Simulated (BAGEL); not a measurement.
# doublet [B2F4]+ at 3 levels

Wanted: a comparison of 3 runs (UHF/STO-3G, UHF/3-21G, ROHF/6-31G*) of doublet [B2F4]+. 

The results are computed with BAGEL 1.2.2.

1 further run of the same task is left out (set aside as unsound or not needed).

## (1) The molecule

[B2F4]+ has 6 atoms, charge +1, and is taken as a doublet. SMILES of the parent species: `FB(F)B(F)F`. The shape is that of a GFN2-xTB optimisation. That shape belongs to the parent species and isn't relaxed for this state.

Bond lengths: F1–B2 1.316 Å, B2–F3 1.316 Å, B2–B4 1.718 Å, B4–F5 1.316 Å, B4–F6 1.316 Å. Angles: F1–B2–F3 112.3°, F1–B2–B4 123.8°, F3–B2–B4 123.8°, B2–B4–F5 123.8°, B2–B4–F6 123.8°, F5–B4–F6 112.3°.

## (2) The energy at UHF/STO-3G (density fitting with qzvpp-jkfit) (run 1)

File input.json:

```json
{ "bagel" : [

{
  "title" : "molecule",
  "basis" : "sto-3g",
  "df_basis" : "qzvpp-jkfit",
  "angstrom" : "true",
  "geometry" : [
    { "atom" : "F", "xyz" : [    0.772690,   -0.727760,    1.613350 ] },
    { "atom" : "B", "xyz" : [    0.286610,   -0.709500,    0.390460 ] },
    { "atom" : "F", "xyz" : [    0.292020,   -1.901020,   -0.167640 ] },
    { "atom" : "B", "xyz" : [   -0.286590,    0.709540,   -0.390440 ] },
    { "atom" : "F", "xyz" : [   -0.775350,    0.727110,   -1.612260 ] },
    { "atom" : "F", "xyz" : [   -0.289380,    1.901640,    0.166510 ] }
  ]
},
{ "title" : "uhf", "charge" : 1, "nopen" : 1 },
{ "title" : "print", "file" : "orbitals.molden", "orbitals" : "true" }

]}
```

Started as:

```sh
$ BAGEL_NUM_THREADS=1 BAGEL input.json > input.out
```

What it wrote:

```text
* using 1 threads per process

  ===============================================================
  ===============================================================

  *** Geometry ***

  { "atom" : "F", "xyz" : [      1.460172,     -1.375267,      3.048790 ] },
  { "atom" : "B", "xyz" : [      0.541614,     -1.340761,      0.737862 ] },
  { "atom" : "F", "xyz" : [      0.551838,     -3.592407,     -0.316794 ] },
  { "atom" : "B", "xyz" : [     -0.541577,      1.340836,     -0.737825 ] },
  { "atom" : "F", "xyz" : [     -1.465199,      1.374039,     -3.046730 ] },
  { "atom" : "F", "xyz" : [     -0.546849,      3.593579,      0.314658 ] },

  Number of auxiliary basis functions:      458

  Since a DF basis is specified, we compute 2- and 3-index integrals:
    o Being stored without compression. Storage requirement is 0.003 GB

  Number of basis functions:       30
  Number of electrons      :       46

    * METHOD: MOLECULE                             0.14

  *** Open-shell HF ***

  === Nuclear Repulsion ===
   203.9186371614

      * DIIS with orbital gradients will be used.

  === UHF iteration (sto-3g) ===
      0       -440.52718320          0.05942731           0.03
      1       -440.72564198          0.03085575           0.03
      2       -440.76466763          0.01333813           0.03
      3       -440.77420410          0.00064972           0.03
      4       -440.77441488          0.00025110           0.03
      5       -440.77444967          0.00014101           0.03
      6       -440.77445993          0.00004844           0.03
      7       -440.77446098          0.00000369           0.03
      8       -440.77446099          0.00000123           0.03
      9       -440.77446100          0.00000043           0.03
     10       -440.77446100          0.00000039           0.03
     11       -440.77446100          0.00000031           0.03
     12       -440.77446100          0.00000021           0.03
     13       -440.77446100          0.00000011           0.03
     14       -440.77446100          0.00000008           0.03
     15       -440.77446100          0.00000005           0.04
     16       -440.77446100          0.00000002           0.04
     17       -440.77446100          0.00000001           0.04
     18       -440.77446100          0.00000001           0.03
    * SCF iteration converged.

    * S^2 (UHF) is 0.7713

    * Permanent dipole moment:
           (   -0.000014,    -0.000078,    -0.000001) a.u.

    * METHOD: UHF                                  0.71

    * METHOD: PRINT                                0.00

  ===============================================================
```

It took 0.99 s on 1 thread of Arm Neoverse V1, shared host; peak memory 0.08 GiB.

## (3) The energy at UHF/3-21G (density fitting with qzvpp-jkfit) (run 2)

File input.json:

```json
{ "bagel": [

{
  "title": "molecule",
  "basis": "3-21g",
  "df_basis": "qzvpp-jkfit",
  "angstrom": true,
  "geometry": [
    { "atom": "F", "xyz": [    0.772690,   -0.727760,    1.613350 ] },
    { "atom": "B", "xyz": [    0.286610,   -0.709500,    0.390460 ] },
    { "atom": "F", "xyz": [    0.292020,   -1.901020,   -0.167640 ] },
    { "atom": "B", "xyz": [   -0.286590,    0.709540,   -0.390440 ] },
    { "atom": "F", "xyz": [   -0.775350,    0.727110,   -1.612260 ] },
    { "atom": "F", "xyz": [   -0.289380,    1.901640,    0.166510 ] }
  ]
},
{
  "title": "uhf",
  "charge": 1,
  "nopen": 1
},
{
  "title": "print",
  "file": "orbitals.molden",
  "orbitals": true
}

]}
```

Started as:

```sh
$ BAGEL_NUM_THREADS=1 BAGEL input.json > input.out
```

What it wrote:

```text
* using 1 threads per process

  ===============================================================
  ===============================================================

  *** Geometry ***

  { "atom" : "F", "xyz" : [      1.460172,     -1.375267,      3.048790 ] },
  { "atom" : "B", "xyz" : [      0.541614,     -1.340761,      0.737862 ] },
  { "atom" : "F", "xyz" : [      0.551838,     -3.592407,     -0.316794 ] },
  { "atom" : "B", "xyz" : [     -0.541577,      1.340836,     -0.737825 ] },
  { "atom" : "F", "xyz" : [     -1.465199,      1.374039,     -3.046730 ] },
  { "atom" : "F", "xyz" : [     -0.546849,      3.593579,      0.314658 ] },

  Number of auxiliary basis functions:      458

  Since a DF basis is specified, we compute 2- and 3-index integrals:
    o Being stored without compression. Storage requirement is 0.011 GB

  Number of basis functions:       54
  Number of electrons      :       46

    * METHOD: MOLECULE                             0.15

  *** Open-shell HF ***

  === Nuclear Repulsion ===
   203.9186371614

      * DIIS with orbital gradients will be used.

  === UHF iteration (3-21g) ===
      0       -444.13807373          0.07131737           0.07
      1       -444.33401551          0.05481697           0.06
      2       -444.40818325          0.03728108           0.07
      3       -444.46755359          0.00098558           0.06
      4       -444.46787557          0.00030397           0.07
      5       -444.46792867          0.00006823           0.07
      6       -444.46793253          0.00001836           0.07
      7       -444.46793283          0.00000951           0.07
      8       -444.46793290          0.00000405           0.07
      9       -444.46793290          0.00000187           0.06
     10       -444.46793290          0.00000080           0.06
     11       -444.46793290          0.00000039           0.07
     12       -444.46793290          0.00000013           0.07
     13       -444.46793290          0.00000006           0.06
     14       -444.46793290          0.00000002           0.07
     15       -444.46793290          0.00000001           0.07
     16       -444.46793290          0.00000001           0.06
    * SCF iteration converged.

    * S^2 (UHF) is 0.7632

    * Permanent dipole moment:
           (   -0.000035,    -0.000098,    -0.000024) a.u.

    * METHOD: UHF                                  1.19

    * METHOD: PRINT                                0.01

  ===============================================================
```

Wall time 1.5 s (1 thread of Arm Neoverse V1, shared host); peak memory 0.081 GiB.

## (4) A single-point energy at ROHF/6-31G(d) (density fitting with qzvpp-jkfit, spherical functions) (run 3)

File job.json:

```json
{ "bagel": [

{
  "title": "molecule",
  "basis": "6-31gs.json",
  "df_basis": "qzvpp-jkfit",
  "angstrom": true,
  "geometry": [
    { "atom": "F", "xyz": [       0.772690,      -0.727760,       1.613350 ] },
    { "atom": "B", "xyz": [       0.286610,      -0.709500,       0.390460 ] },
    { "atom": "F", "xyz": [       0.292020,      -1.901020,      -0.167640 ] },
    { "atom": "B", "xyz": [      -0.286590,       0.709540,      -0.390440 ] },
    { "atom": "F", "xyz": [      -0.775350,       0.727110,      -1.612260 ] },
    { "atom": "F", "xyz": [      -0.289380,       1.901640,       0.166510 ] }
  ]
},

{ "title": "rohf", "charge": 1, "nopen": 1 },

{ "title": "print", "file": "orbitals.molden", "orbitals": true }

]}
```

The basis set 6-31G* is read from a file made from the Basis Set Exchange's data (not shown).

Started as:

```sh
$ BAGEL_NUM_THREADS=1 BAGEL job.json > job.out
```

What it wrote:

```text
* using 1 threads per process

  ===============================================================
  ===============================================================

  *** Geometry ***

  { "atom" : "F", "xyz" : [      1.460172,     -1.375267,      3.048790 ] },
  { "atom" : "B", "xyz" : [      0.541614,     -1.340761,      0.737862 ] },
  { "atom" : "F", "xyz" : [      0.551838,     -3.592407,     -0.316794 ] },
  { "atom" : "B", "xyz" : [     -0.541577,      1.340836,     -0.737825 ] },
  { "atom" : "F", "xyz" : [     -1.465199,      1.374039,     -3.046730 ] },
  { "atom" : "F", "xyz" : [     -0.546849,      3.593579,      0.314658 ] },

  Number of auxiliary basis functions:      458

  Since a DF basis is specified, we compute 2- and 3-index integrals:
    o Being stored without compression. Storage requirement is 0.026 GB

  Number of basis functions:       84
  Number of electrons      :       46

    * METHOD: MOLECULE                             0.21

  *** Open-shell HF ***

  === Nuclear Repulsion ===
   203.9186371614

      * DIIS with orbital gradients will be used.

  === ROHF iteration (6-31gs.json) ===
      0       -446.49671733          0.05570113           0.11
      1       -446.67672800          0.04389570           0.11
      2       -446.77186660          0.03030614           0.11
      3       -446.86425758          0.00152509           0.11
      4       -446.86493571          0.00076709           0.11
      5       -446.86533645          0.00031961           0.11
      6       -446.86546364          0.00008385           0.11
      7       -446.86553071          0.00002607           0.11
      8       -446.86554043          0.00000576           0.11
      9       -446.86554275          0.00000206           0.11
     10       -446.86554359          0.00000064           0.11
     11       -446.86554355          0.00000031           0.11
     12       -446.86554355          0.00000010           0.11
     13       -446.86554356          0.00000002           0.11
     14       -446.86554355          0.00000001           0.11
    * SCF iteration converged.

    * S^2 (ROHF) is 0.7500

    * Permanent dipole moment:
           (   -0.000035,    -0.000072,    -0.000014) a.u.

    * METHOD: ROHF                                 1.75

    * METHOD: PRINT                                0.02

  ===============================================================
```

It took 2.1 s on 1 thread of Arm Neoverse V1, shared host; peak memory 0.11 GiB.

## (5) The series

| run | level | energy (Eh) | ⟨S²⟩ | wall time |
| --- | --- | --- | --- | --- |
| 1 | UHF/STO-3G (density fitting with qzvpp-jkfit) | -440.774461 | 0.771 | 0.99 s |
| 2 | UHF/3-21G (density fitting with qzvpp-jkfit) | -444.467933 | 0.763 | 1.5 s |
| 3 | ROHF/6-31G* (density fitting with qzvpp-jkfit, spherical functions) | -446.865544 | 0.750 | 2.1 s |

## (6) Results

```
           quantity          value
run 3: total energy  -446.86554 Eh
        run 3: ⟨S²⟩          0.750
```

In run 1 the basis is minimal, so the values are rough. All runs together took 4.6 s, the longest 2.1 s.
